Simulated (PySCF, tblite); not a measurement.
# C₃H₁₆Si₄: geometry, infrared bands and NMR shifts

Wanted: the infrared bands and NMR shifts of C₃H₁₆Si₄ (`C[SiH2]C[SiH2][Si@H](C)[SiH3]`), by calculation.

Computed with tblite 0.8.0 and PySCF 2.14.0, with density-fitted response routines of our own, on a single molecule in the gas phase. Atoms are numbered from 0 throughout.

### Step 1. The molecule as given

23 atoms, charge 0, multiplicity 1; geometry from: force field or distance geometry start.

Bonds of the start (Å): C0–Si1 1.85, Si1–C2 1.90, C2–Si3 1.86, Si3–Si4 2.21, Si4–C5 1.85, Si4–Si6 2.24, C0–H7 1.09, C0–H8 1.12, C0–H9 1.11, Si1–H10 1.46, Si1–H11 1.47, C2–H12 1.10, C2–H13 1.12, Si3–H14 1.47, Si3–H15 1.47, Si4–H16 1.49, C5–H17 1.10, C5–H18 1.13, C5–H19 1.12, Si6–H20 1.47, Si6–H21 1.47, Si6–H22 1.47.

### Step 2. Optimising the geometry with GFN2-xTB

What the job is given:

```
{"job": {"kind": "relax", "xc": "GFN2-xTB", "basis": "xTB"}, "charge": 0, "multiplicity": 1}
C     -4.056100    -0.454900     0.262300
Si    -2.721700     0.672300    -0.351800
C     -1.030800     0.240600     0.391200
Si     0.172900     0.263600    -1.026700
Si     2.236600    -0.267500    -0.445200
C      2.387300    -1.884900     0.435200
Si     3.192100     1.429500     0.668800
H     -3.750100    -1.497400     0.388800
H     -4.855300    -0.459700    -0.522800
H     -4.528500    -0.011100     1.166000
H     -3.047000     2.082700    -0.179600
H     -2.603900     0.430100    -1.797700
H     -1.069900    -0.709500     0.950200
H     -0.836400     1.043900     1.142200
H     -0.348100    -0.658800    -2.039300
H      0.177700     1.628000    -1.563000
H      3.025200    -0.390100    -1.698100
H      1.503500    -2.533400     0.350300
H      2.700400    -1.706000     1.504700
H      3.244600    -2.455400    -0.010500
H      4.321800     0.863800     1.420400
H      2.213700     2.021400     1.585700
H      3.667200     2.379600    -0.348200
```

On the command line:

```
$ OMP_NUM_THREADS=1 python probes_run.py task.json out
```

The driver reads the jobs from task.json and runs them one after another.

**Question.** This job is followed by: GFN2-xTB harmonic vibrations, gas phase; GIAO PBE0/pcSseg-1 NMR shielding, non-relativistic, gas phase. What will the session give for the following? strongest single infrared mode (GFN2-xTB); zero-point energy (GFN2-xTB); 13C shifts against TMS (PBE0/pcSseg-1); 1H shifts against TMS (PBE0/pcSseg-1, means over atoms taken as alike); 29Si shifts against TMS (PBE0/pcSseg-1).

**Answer**, as computed:

| quantity | value |
| --- | --- |
| strongest single infrared mode (GFN2-xTB) | 2212 cm⁻¹, 657 km/mol |
| zero-point energy (GFN2-xTB) | 103.4 kcal/mol |
| 13C shifts against TMS (PBE0/pcSseg-1) | -3.5, -8.4, -11.0 ppm |
| 1H shifts against TMS (PBE0/pcSseg-1, means over atoms taken as alike) | 4.23, 4.22, 4.11, 4.01, 3.91, 3.45, 0.25, 0.19, -0.31, -0.38 ppm |
| 29Si shifts against TMS (PBE0/pcSseg-1) | -39.7, -74.4, -89.0, -115.2 ppm |

What this shows: The optimisation took 221 steps and gained 0.761 eV; among the close pairs (by a distance rule), Si3–Si4 changed most, from 2.209 to 2.329 Å. No mode is imaginary among the 63: a minimum at this level. The strongest single mode, at 2212 cm⁻¹, moves mainly H11 and H10. GFN2-xTB is a fitted tight-binding method: band positions and strengths are rough. Its intensities can rank the bands wrongly. At PBE0/pcSseg-1: The largest span, 86 ppm, is at Si1, where the paramagnetic term is -492 ppm.
